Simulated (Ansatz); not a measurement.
# CH5AlBClS: one species, many methods

One table from this session's results is given with a row withheld; the runs are named, their logs left out.

The runs use Ansatz 0.2.0, Gaussian basis; functionals in def2-TZVPP, the program's frozen cores in correlated methods.

The runs, in order: LDA (SPW92), PBE-D4, revPBE-D4, BLYP-D4, r2SCAN-D4, B97M-V, PBE0-D4, B3LYP-D4, r2SCANh-D4, r2SCAN0-D4, HSE06-D4, BHLYP-D4, CAM-B3LYP-D4, LC-ωPBE, ωB97X-V, ωB97M-V, B2PLYP, PBE-QIDH; CCSD(T)/def2-SVP; CCSD(T)/def2-TZVPP; MP2/def2-QZVPP; extrapolation to the limit; RPA on PBE.

## The relaxed structure

An earlier PBE0-D4 in a triple-zeta def2 set relaxation fixed the geometry.

SMILES `[CH3][Al]([Cl])[BH]S`, 10 atoms, charge 0, spin multiplicity 1.

Atoms are counted from 1 here; the program's logs count them from 0.

Bond lengths: C1–Al2 1.948 Å, C1–H6 1.092 Å, C1–H7 1.094 Å, C1–H8 1.096 Å, Al2–Cl3 2.113 Å, Al2–B4 2.118 Å, B4–S5 1.765 Å, B4–H9 1.195 Å, S5–H10 1.347 Å. Angles: Al2–C1–H6 111.7°, Al2–C1–H7 112.3°, Al2–C1–H8 110.4°, H6–C1–H7 108.2°, H6–C1–H8 107.1°, H7–C1–H8 106.9°, C1–Al2–Cl3 117.0°, C1–Al2–B4 123.5°, Cl3–Al2–B4 119.5°, Al2–B4–S5 120.6°, Al2–B4–H9 127.3°, S5–B4–H9 112.0°, B4–S5–H10 101.2°.

Set-up of the first run:

in.yaml

```yaml
crystal:
  periodic: [false, false, false]
  atoms:
    - {symbol: C, position_ang: [-0.223909, -1.504655, -0.675060]}
    - {symbol: Al, position_ang: [0.414275, -0.374337, 0.777225]}
    - {symbol: Cl, position_ang: [1.464952, -1.326410, 2.343450]}
    - {symbol: B, position_ang: [0.160330, 1.727937, 0.819921]}
    - {symbol: S, position_ang: [-0.452867, 2.588758, -0.593547]}
    - {symbol: H, position_ang: [-0.291878, -2.551643, -0.371058]}
    - {symbol: H, position_ang: [-1.204916, -1.191291, -1.044946]}
    - {symbol: H, position_ang: [0.466296, -1.459166, -1.525424]}
    - {symbol: H, position_ang: [0.399117, 2.468784, 1.726945]}
    - {symbol: H, position_ang: [-0.648399, 1.570923, -1.454407]}
basis:
  gaussian: {orbitals: def2-TZVPP}
hamiltonian: {xc: lda}
output: {orbitals: {seedname: orbitals}}
```

On the command line:

```sh
$ ansatz run in.yaml --threads 4 --pin off --events-out ev --progress --plain --max-ram 10444MiB
```

Among the steps run: LDA; PBE-D4 (GGA); revPBE-D4 (GGA); BLYP-D4 (GGA); r2SCAN-D4 (meta-GGA); B97M-V (meta-GGA); PBE0-D4 (hybrid); B3LYP-D4 (hybrid); r2SCANh-D4 (hybrid); r2SCAN0-D4 (hybrid); HSE06-D4 (hybrid); BHLYP-D4 (hybrid); CAM-B3LYP-D4 (range-separated); LC-ωPBE (range-separated); ωB97X-V (range-separated); ωB97M-V (range-separated); B2PLYP (double hybrid); PBE-QIDH (double hybrid).

One table of the session follows, with a row left open; its other results are not shown here.

It belongs to the step «Orbital energies across the functionals». 

```
  functional  HOMO (eV)  LUMO (eV)  gap (eV)
 LDA (SPW92)      -6.33      -3.48      2.85
      PBE-D4      -6.22      -3.26      2.96
   revPBE-D4      -6.18      -3.17      3.01
     BLYP-D4      -6.10      -3.07      3.02
   r2SCAN-D4      -6.48      -3.10      3.39
      B97M-V      -6.51      -3.14      3.37
     PBE0-D4      -7.41      -2.45      4.96
    B3LYP-D4      -7.21      -2.60      4.62
  r2SCANh-D4      -6.92      -2.80      4.12
  r2SCAN0-D4          ?          ?         ?
    HSE06-D4      -7.02      -2.83      4.19
    BHLYP-D4      -8.52      -1.52      7.00
CAM-B3LYP-D4      -8.74      -1.38      7.36
     LC-ωPBE     -10.07      -0.34      9.73
     ωB97X-V      -9.72      -0.41      9.31
     ωB97M-V      -9.50      -0.58      8.92
```

Q: Estimate the row for r2SCAN0-D4 from the others.

Worked estimate for «HOMO (eV)». Against the share of exact exchange, r2SCAN-D4 (0, -6.48), r2SCANh-D4 (0.1, -6.92) give a slope of -4.40 per unit share; at 0.25 the line stands at -7.58.

As computed: HOMO (eV): -7.58; LUMO (eV): -2.36; gap (eV): 5.22. In «HOMO (eV)» the line misses by 0.00.
